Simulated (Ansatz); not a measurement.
# AlAsH6: up Jacob's ladder to CCSD(T)

One table from this session's results is given with a row withheld; the runs are named, their logs left out.

Program: Ansatz 0.2.0, Gaussian basis. Level of theory: functionals in def2-TZVPP, the program's frozen cores in correlated methods. These are calculated values, not measurements.

Plan: LDA (SPW92), PBE-D4, revPBE-D4, BLYP-D4, r2SCAN-D4, B97M-V, PBE0-D4, B3LYP-D4, r2SCANh-D4, r2SCAN0-D4, HSE06-D4, BHLYP-D4, CAM-B3LYP-D4, LC-ωPBE, ωB97X-V, ωB97M-V, B2PLYP, PBE-QIDH; CCSD(T)/def2-SVP; CCSD(T)/def2-TZVPP; MP2/def2-QZVPP; extrapolation to the limit; RPA on PBE.

**The geometry**

The geometry comes from an earlier relaxation with PBE0-D4 in a triple-zeta def2 set; it is a stationary point, not always the lowest conformer.

8 atoms, charge 0, spin multiplicity 1.

Atoms are counted from 1 here; the program's logs count them from 0.

Bond lengths: Al1–As2 2.650 Å, Al1–H3 1.596 Å, Al1–H4 1.596 Å, Al1–H5 1.596 Å, As2–H6 1.508 Å, As2–H7 1.508 Å, As2–H8 1.508 Å. Angles: As2–Al1–H3 96.5°, As2–Al1–H4 96.4°, As2–Al1–H5 96.4°, H3–Al1–H4 118.8°, H3–Al1–H5 118.8°, H4–Al1–H5 118.8°, Al1–As2–H6 120.0°, Al1–As2–H7 120.1°, Al1–As2–H8 120.0°, H6–As2–H7 97.1°, H6–As2–H8 97.1°, H7–As2–H8 97.1°.

The first run:

File in.yaml:

```yaml
crystal:
  periodic: [false, false, false]
  atoms:
    - {symbol: Al, position_ang: [-0.535084, 0.191480, -1.434298]}
    - {symbol: As, position_ang: [0.405154, -0.150610, 1.019621]}
    - {symbol: H, position_ang: [0.205578, -1.062345, -2.086652]}
    - {symbol: H, position_ang: [-2.078854, 0.058678, -1.052870]}
    - {symbol: H, position_ang: [0.078112, 1.647620, -1.657882]}
    - {symbol: H, position_ang: [1.209587, 0.941585, 1.677832]}
    - {symbol: H, position_ang: [1.353117, -1.285252, 1.314977]}
    - {symbol: H, position_ang: [-0.545412, -0.398156, 2.163471]}
basis:
  gaussian: {orbitals: def2-TZVPP}
hamiltonian: {xc: lda}
output: {orbitals: {seedname: orbitals}}
```

Steps of the session up to this table: LDA; PBE-D4 (GGA); revPBE-D4 (GGA); BLYP-D4 (GGA); r2SCAN-D4 (meta-GGA); B97M-V (meta-GGA); PBE0-D4 (hybrid); B3LYP-D4 (hybrid); r2SCANh-D4 (hybrid); r2SCAN0-D4 (hybrid); HSE06-D4 (hybrid); BHLYP-D4 (hybrid); CAM-B3LYP-D4 (range-separated); LC-ωPBE-D4 (range-separated; the results give it without D4); ωB97X-V (range-separated); ωB97M-V (range-separated); B2PLYP (double hybrid); PBE-QIDH (double hybrid).

One table of the session follows, with a row left open; its other results are not shown here.

It belongs to the step «Frontier levels by functional». 

```
  functional  HOMO (eV)  gap (eV)
 LDA (SPW92)      -6.64      5.26
      PBE-D4      -6.62      5.40
   revPBE-D4      -6.59      5.44
     BLYP-D4      -6.54      5.43
   r2SCAN-D4      -6.92      5.93
      B97M-V      -7.03      5.89
     PBE0-D4      -7.86      7.48
    B3LYP-D4      -7.69      7.06
  r2SCANh-D4      -7.37      6.68
  r2SCAN0-D4      -8.06      7.81
    HSE06-D4      -7.45      6.69
    BHLYP-D4      -9.07      9.46
CAM-B3LYP-D4      -9.28      9.78
     LC-ωPBE     -10.65     12.32
     ωB97X-V          ?         ?
     ωB97M-V     -10.11     11.31
```

Estimate the missing values for ωB97X-V.

The run gave: HOMO (eV): -10.31; gap (eV): 11.84. In the column «HOMO (eV)» it lies between LC-ωPBE (-10.65) and ωB97M-V (-10.11).
